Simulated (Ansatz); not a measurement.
# Mo: a line through an energy map

One table from this session's results is given with a row withheld; the runs are named, their logs left out.

The COD entry's cell or inner coordinates are ideal or old and differ from later refinements, so a difference from it is no clean test against experiment.

Method: DFT LDA, scalar-relativistic, plane waves, PAW, in Ansatz 0.2.0.

23 further runs of the same task are left out: 23 set aside as unsound or not needed.

## The structure to begin with

The structure is cubic, space group Im-3m (No. 229). The conventional cell has a = 3.111 Å, b = 3.111 Å, c = 3.111 Å, α = 90.00°, β = 90.00°, γ = 90.00°. Mo (site symmetry m-3m) has 8 Mo at 2.69 Å as nearest neighbours.

As a file:

```xyz
1
Lattice="-1.5557 1.5557 1.5557 1.5557 -1.5557 1.5557 1.5557 1.5557 -1.5557" Properties=species:S:1:pos:R:3 pbc="T T T"
Mo    0.0000    0.0000    0.0000
```

It is the result of an earlier relaxation at this level (volume 15.06 Å³/atom; gap on the mesh: none (metal)).

## Plan of the line

The energy is mapped over volume and the cell's shape.

- volume per atom: 7 values from 12.65 to 17.47 Å³
- length along [111] over the lengths across it, relative to the cubic cell: 9 values from 0.452 to 2.211

Nothing else is relaxed (symmetry fixes all fractional coordinates). Energies count from the relaxed crystal. Points are written as (first, second).

Set-up of the first run:

input.yaml reads:

```yaml
crystal:
  lattice:
    - [-1.4678336672, 1.4678336672, 1.4678336672]
    - [1.4678336672, -1.4678336672, 1.4678336672]
    - [1.4678336672, 1.4678336672, -1.4678336672]
  atoms:
    - { symbol: Mo, position: [0.0, 0.0, 0.0] }
basis:
  ecutwfc: 420
kpoints:
  mp_grid: { grid: [22, 22, 22] }
hamiltonian:
  xc: lda
  pseudopotentials: { kind: paw, azcp: { folder: soft_1 } }
scf:
  occupations: { method: gaussian, width: 0.15 }
output:
  forces: true
  stress: true
  eigenvalues: true
```

Started as:

```
ansatz run input.yaml --threads 1 --pin off --max-ram 2048MiB --backend cpu --events-out ev --progress --plain --runs-dir out
```

Among the steps run: The run at (12.65 Å³, 1.000); The run at (13.45 Å³, 1.000); Point (14.26 Å³, 1.000); Point (15.86 Å³, 1.000); Point (16.67 Å³, 1.000).

One table of the session follows, with a row left open; its other results are not shown here.

```
volume per atom (Å³)  energy (meV/atom)  slope (meV/atom per Å³)  pressure (GPa)
               12.65                472                     −454              73
               13.45                189                     −259              41
               14.26                 43                     −111              18
               15.06                  0                        0               0
               15.86                 36                       85             −14
               16.67                  ?                        ?               ?
               17.47                270                      197             −32
```

Q: Estimate the row for volume per atom (Å³) = 16.67 from the others.

Worked estimate for «energy (meV/atom)». A straight line through the neighbours (15.86, 36) and (17.47, 270) gives 36 + (270 − 36) × (16.67 − 15.86) / (17.47 − 15.86) = 154; a parabola fitted to 3 rows on both sides gives 127.

**Answer.** energy (meV/atom): 130; slope (meV/atom per Å³): 149; pressure (GPa): −24. In «energy (meV/atom)» the line misses by +24 and the parabola by -3.

Energies count from the relaxed crystal. Rows without a step come from runs not printed here or follow by symmetry.

Along the line the energy is lowest at 15.06 Å³, 0 meV/atom from the zero. V·d²E/dV² there is about 290 GPa, a bulk modulus under this line's constraint. The well is lopsided: two grid steps out, the energy rises by 189 meV/atom towards smaller values and 130 meV/atom towards larger ones. The highest point computed, at 12.65 Å³, lies 472 meV/atom above the lowest.

Caveats from the session: Warnings in the runs' records: pseudo functional mismatch.
